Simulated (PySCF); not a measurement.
**AgBr (silver bromide) at 6 levels**

Aim: a comparison of 6 runs (HF/def2-SVP, PBE0/STO-3G, PBE0/def2-SVP, CAM-B3LYP/def2-TZVP, TPSS/def2-TZVP, MP2/def2-SVP) of AgBr (silver bromide). The job is set up through a Python script.

The results are computed with PySCF 2.14.0.

### Step 1. The structure to begin with

The species is AgBr (2 atoms), meant as a singlet with charge 0. SMILES: `[Br][Ag]`. The shape is that of a PBE0-D4/def2-TZVP optimisation.

Bond lengths: Br1–Ag2 2.409 Å.

### Step 2. Energy and forces at HF/def2-SVP (core potential) (run 1)

File geometry.xyz:

```xyz
2
AgBr
Br     1.040000    -0.393400     0.519100
Ag    -1.010500     0.333200    -0.515000
```

File calc.py:

```python
from pyscf import gto, scf

mol = gto.M(
    atom='geometry.xyz',
    max_memory=1860,
    ecp={'Ag': 'def2-svp'},
    charge=0,
    basis='def2-svp',
    spin=0,
    verbose=4,
)

mf = scf.RHF(mol)
mf.conv_tol = 1e-10
mf.kernel()
if not mf.converged:
    mf = mf.newton().run(mf.mo_coeff, mf.mo_occ)

energy = mf.e_tot
print('E = %.10f Eh' % energy)
grad = mf.nuc_grad_method().kernel()
mf.analyze()
```

Run with:

```bash
$ OMP_NUM_THREADS=1 python calc.py
```

The program printed:

```text
PySCF version 2.14.0

[INPUT] num. atoms = 2
[INPUT] num. electrons = 54
[INPUT] charge = 0
[INPUT] spin (= nelec alpha-beta = 2S) = 0
[INPUT] symmetry False subgroup None
[INPUT] Mole.unit = angstrom
[INPUT] Symbol           X                Y                Z      unit          X                Y                Z       unit  Magmom
[INPUT]  1 Br     1.040000000000  -0.393400000000   0.519100000000 AA    1.965315169548  -0.743418257404   0.980956831262 Bohr   0.0
[INPUT]  2 Ag    -1.010500000000   0.333200000000  -0.515000000000 AA   -1.909568248873   0.629656744705  -0.973208954151 Bohr   0.0

nuclear repulsion = 146.096271522303
number of shells = 23
number of NR pGTOs = 131
number of NR cGTOs = 63
basis = def2-svp
ecp = {'Ag': 'def2-svp'}

[... 59 lines left out ...]
DFT Exchange-Correlation Energy =     -103.093873175719182
[... 10 lines left out ...]
MO #9   energy= -7.36208951292069  occ= 2
[... 8 lines left out ...]
MO #18  energy= -2.83039476805477  occ= 2
[... 8 lines left out ...]
MO #27  energy= -0.350817897161069 occ= 2
[... 8 lines left out ...]
MO #36  energy= 0.568506040876716  occ= 0
[... 8 lines left out ...]
MO #45  energy= 0.874978430101134  occ= 0
[... 8 lines left out ...]
MO #54  energy= 2.94695677154264   occ= 0
[... 8 lines left out ...]
MO #63  energy= 54.2548956602652   occ= 0
[... 68 lines left out ...]
Dipole moment(X, Y, Z, Debye): -5.85297,  2.07401, -2.95175
```

Run time: 11 s. Hardware: 1 thread of Intel Xeon at 2.50GHz (Skylake/Cascade Lake), shared host; peak memory 0.14 GiB.

### Step 3. Energy and gradient at PBE0/STO-3G (run 2)

File calc.py:

```python
from pyscf import gto, dft

molecule = gto.Mole()
molecule.atom = '''
Br     1.965315    -0.743418     0.980957
Ag    -1.909568     0.629657    -0.973209
'''
molecule.basis = 'sto-3g'
molecule.max_memory = 1860
molecule.verbose = 4
molecule.charge = 0
molecule.spin = 0
molecule.unit = 'bohr'
molecule.build()

mf = dft.RKS(molecule, xc='pbe0')
mf.grids.level = 5
mf.conv_tol = 1e-10
mf.kernel()
if not mf.converged:
    mf = mf.newton().run(mf.mo_coeff, mf.mo_occ)

etot = mf.e_tot
print('E(%s) = %.9f' % ('PBE0', etot))
grad = mf.nuc_grad_method().kernel()
mf.analyze()
```

Run with:

```bash
$ OMP_NUM_THREADS=1 python calc.py
```

The program printed:

```text
PySCF version 2.14.0

[INPUT] num. atoms = 2
[INPUT] num. electrons = 82
[INPUT] charge = 0
[INPUT] spin (= nelec alpha-beta = 2S) = 0
[INPUT] symmetry False subgroup None
[INPUT] Mole.unit = bohr
[INPUT] Symbol           X                Y                Z      unit          X                Y                Z       unit  Magmom
[INPUT]  1 Br     1.039999910279  -0.393399863788   0.519100089292 AA    1.965315000000  -0.743418000000   0.980957000000 Bohr   0.0
[INPUT]  2 Ag    -1.010499868302   0.333200135096  -0.515000024262 AA   -1.909568000000   0.629657000000  -0.973209000000 Bohr   0.0

nuclear repulsion = 361.396061098211
number of shells = 19
number of NR pGTOs = 135
number of NR cGTOs = 45
basis = sto-3g
ecp = {}

[... 65 lines left out ...]
Nuclear Repulsion Energy =             361.396061098211135
[... 8 lines left out ...]
MO #3   energy= -128.361996761502  occ= 2
[... 6 lines left out ...]
MO #10  energy= -55.6291782637435  occ= 2
[... 6 lines left out ...]
MO #17  energy= -13.0794355329214  occ= 2
[... 6 lines left out ...]
MO #24  energy= -3.14783062370198  occ= 2
[... 6 lines left out ...]
MO #31  energy= -1.61081469802124  occ= 2
[... 6 lines left out ...]
MO #38  energy= -0.136275686919414 occ= 2
[... 6 lines left out ...]
MO #45  energy= 0.256784739896741  occ= 0
[... 50 lines left out ...]
Dipole moment(X, Y, Z, Debye): -2.59607,  0.91994, -1.30923
```

Run time: 18 s. Hardware: 1 thread of Intel Xeon at 2.50GHz (Skylake/Cascade Lake), shared host; peak memory 0.47 GiB.

Runs 3 to 5 aren't shown in full; the table further down has their settings and results.

### Step 4. Energy and forces at MP2/def2-SVP (core potential) (run 6)

File input.py:

```python
from pyscf import gto, scf, mp

mol = gto.Mole()
mol.atom = '''
Br     1.965315    -0.743418     0.980957
Ag    -1.909568     0.629657    -0.973209
'''
mol.ecp = {'Ag': 'def2-svp'}
mol.max_memory = 1860
mol.verbose = 4
mol.unit = 'bohr'
mol.spin = 0
mol.basis = 'def2-svp'
mol.build()

hf = scf.RHF(mol)
hf.conv_tol = 1e-10
hf.kernel()
if not hf.converged:
    hf = hf.newton().run(hf.mo_coeff, hf.mo_occ)

pt = mp.MP2(hf, frozen=9).run()
etot = pt.e_tot
print('E(%s) = %.9f' % ('MP2', etot))
grad = pt.nuc_grad_method().kernel()
dip = hf.dip_moment()
pop, q = hf.mulliken_pop()
```

Run with:

```bash
$ OMP_NUM_THREADS=1 python input.py
```

The program printed:

```text
PySCF version 2.14.0

[INPUT] num. atoms = 2
[INPUT] num. electrons = 54
[INPUT] charge = 0
[INPUT] spin (= nelec alpha-beta = 2S) = 0
[INPUT] symmetry False subgroup None
[INPUT] Mole.unit = bohr
[INPUT] Symbol           X                Y                Z      unit          X                Y                Z       unit  Magmom
[INPUT]  1 Br     1.039999910279  -0.393399863788   0.519100089292 AA    1.965315000000  -0.743418000000   0.980957000000 Bohr   0.0
[INPUT]  2 Ag    -1.010499868302   0.333200135096  -0.515000024262 AA   -1.909568000000   0.629657000000  -0.973209000000 Bohr   0.0

nuclear repulsion = 146.096280018426
number of shells = 23
number of NR pGTOs = 131
number of NR cGTOs = 63
basis = def2-svp
ecp = {'Ag': 'def2-svp'}

[... 43 lines left out ...]
converged SCF energy = -2718.23915423065
[... 14 lines left out ...]
Dipole moment(X, Y, Z, Debye): -5.85297,  2.07401, -2.95175
[... 66 lines left out ...]
charge of    1Ag =      0.52672
```

It took 15 s on 1 thread of Intel Xeon at 2.50GHz (Skylake/Cascade Lake), shared host; peak memory 0.4 GiB.

### Step 5. All runs side by side

```tsv
run	level	core potential	integration grid	energy (Eh)	dipole moment (D) of the reference	HOMO energy (eV)	LUMO energy (eV)	wall time
1	HF/def2-SVP (core potential)	def2-svp	–	-2718.239154	6.88	-9.55	-0.48	11 s
2	PBE0/STO-3G	–	5	-7694.007253	3.05	-3.08	-0.50	18 s
3	PBE0/def2-SVP (core potential)	def2-svp	5	-2720.534789	5.25	-7.10	-3.11	27 s
4	CAM-B3LYP/def2-TZVP (core potential)	def2-svp	5	-2721.278136	5.61	-8.51	-2.41	96 s
5	TPSS/def2-TZVP (core potential)	def2-svp	5	-2721.036084	4.98	-6.15	-3.84	56 s
6	MP2/def2-SVP (core potential)	def2-svp	–	-2718.795685	6.88	-9.55	-0.48	15 s
```

### Step 6. Outcome

```
                                          quantity           value
                               run 6: total energy  -2718.79569 Eh
       run 6: dipole moment (Hartree–Fock density)          6.88 D
        run 6: HOMO energy (Hartree–Fock orbitals)        -9.55 eV
        run 6: LUMO energy (Hartree–Fock orbitals)        -0.48 eV
      run 6: HOMO–LUMO gap (Hartree–Fock orbitals)         9.07 eV
run 6: correlation energy (9 core orbitals frozen)      -556.5 mEh
                   run 6: largest force on an atom      0.051 eV/Å
```

What this shows: Over runs 1, 2, 3, 4, 5 the dipole moment (its size) runs from 3.05 D (PBE0/STO-3G) to 6.88 D (HF/def2-SVP). The two ends differ in method and basis and core potential. Over runs 1, 2, 3, 4, 5 the HOMO–LUMO gap runs from 2.31 eV (TPSS/def2-TZVP) to 9.07 eV (HF/def2-SVP). The two ends differ in method and basis. Totals of different functionals can't be ranked against each other. Some runs of one species differ in core potentials or relativity; totals across that change don't compare. In run 2 the basis is minimal, so the values are rough. In run 2 relativity is left out where basis or elements ask for it. All runs together took 3.7 min, the longest 96 s.
